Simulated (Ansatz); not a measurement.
**CH5BFNTe: how energies converge with the basis set**

The task here is to estimate one member of a computed series from the others.

Method: one geometry, several basis sets; program: Ansatz 0.2.0, Gaussian basis.

Plan: PBE0-D4/def2-SVP; ωB97M-V/def2-SVP; PBE0-D4/def2-QZVPP; ωB97M-V/def2-QZVPP; the functionals' def2-TZVPP values are taken from earlier runs.

## Structure used throughout

An earlier PBE0-D4 in a triple-zeta def2 set relaxation fixed the geometry. Te takes the def2 core potential; no spin-orbit term is included.

10 atoms, charge 0, spin multiplicity 1.

Atoms are counted from 1 here; the program's logs count them from 0.

Bond lengths: B1–C2 1.547 Å, B1–Te5 2.288 Å, B1–H6 1.202 Å, B1–H7 1.200 Å, C2–N3 1.313 Å, C2–F4 1.316 Å, N3–H8 1.008 Å, N3–H9 1.006 Å, Te5–H10 1.661 Å. Angles: C2–B1–Te5 95.6°, C2–B1–H6 112.5°, C2–B1–H7 112.3°, Te5–B1–H6 110.2°, Te5–B1–H7 105.0°, H6–B1–H7 118.5°, B1–C2–N3 126.6°, B1–C2–F4 122.1°, N3–C2–F4 111.3°, C2–N3–H8 121.6°, C2–N3–H9 118.3°, H8–N3–H9 119.5°, B1–Te5–H10 95.1°.

As a file:

```
atom    x (Å)    y (Å)    z (Å)
  B1  -0.3284   0.9969   0.5271
  C2  -0.6455  -0.3816  -0.1001
  N3  -0.2193  -0.8316  -1.2573
  F4  -1.4240  -1.2586   0.4960
 Te5   1.2967   0.2284   1.9420
  H6   0.1430   1.7657  -0.2672
  H7  -1.2079   1.3836   1.2461
  H8  -0.3607  -1.7901  -1.5360
  H9   0.3719  -0.2360  -1.8117
 H10   2.4574   0.0724   0.7640
```

Set-up of the first run:

File in.yaml:

```yaml
crystal:
  periodic: [false, false, false]
  atoms:
    - {symbol: B, position_ang: [-0.328388, 0.996857, 0.527128]}
    - {symbol: C, position_ang: [-0.645468, -0.381614, -0.100089]}
    - {symbol: N, position_ang: [-0.219324, -0.831632, -1.257336]}
    - {symbol: F, position_ang: [-1.424045, -1.258601, 0.496006]}
    - {symbol: Te, position_ang: [1.296679, 0.228371, 1.942022]}
    - {symbol: H, position_ang: [0.143018, 1.765664, -0.267227]}
    - {symbol: H, position_ang: [-1.207860, 1.383637, 1.246098]}
    - {symbol: H, position_ang: [-0.360740, -1.790144, -1.535976]}
    - {symbol: H, position_ang: [0.371873, -0.236000, -1.811724]}
    - {symbol: H, position_ang: [2.457355, 0.072361, 0.763997]}
basis:
  gaussian: {orbitals: def2-SVP}
hamiltonian: {xc: pbe0, dispersion: d4}
output: {orbitals: {seedname: orbitals}}
```

Steps of the session up to this table: PBE0-D4 in def2-SVP; ωB97M-V in def2-SVP; PBE0-D4 in def2-QZVPP; ωB97M-V in def2-QZVPP.

One table of the session follows, with a row left open; its other results are not shown here.

It belongs to the step «Functionals by basis». 

| functional | basis | HOMO (eV) |
| --- | --- | --- |
| PBE0-D4 | def2-SVP | -5.63 |
| PBE0-D4 | def2-TZVPP | -5.77 |
| PBE0-D4 | def2-QZVPP | -5.79 |
| ωB97M-V | def2-SVP | -7.62 |
| ωB97M-V | def2-TZVPP | ? |
| ωB97M-V | def2-QZVPP | -7.82 |

**Question.** Estimate the row for ωB97M-V, def2-TZVPP.

**Answer.** HOMO (eV): -7.79. In the column «HOMO (eV)» it lies between ωB97M-V, def2-QZVPP (-7.82) and ωB97M-V, def2-SVP (-7.62).
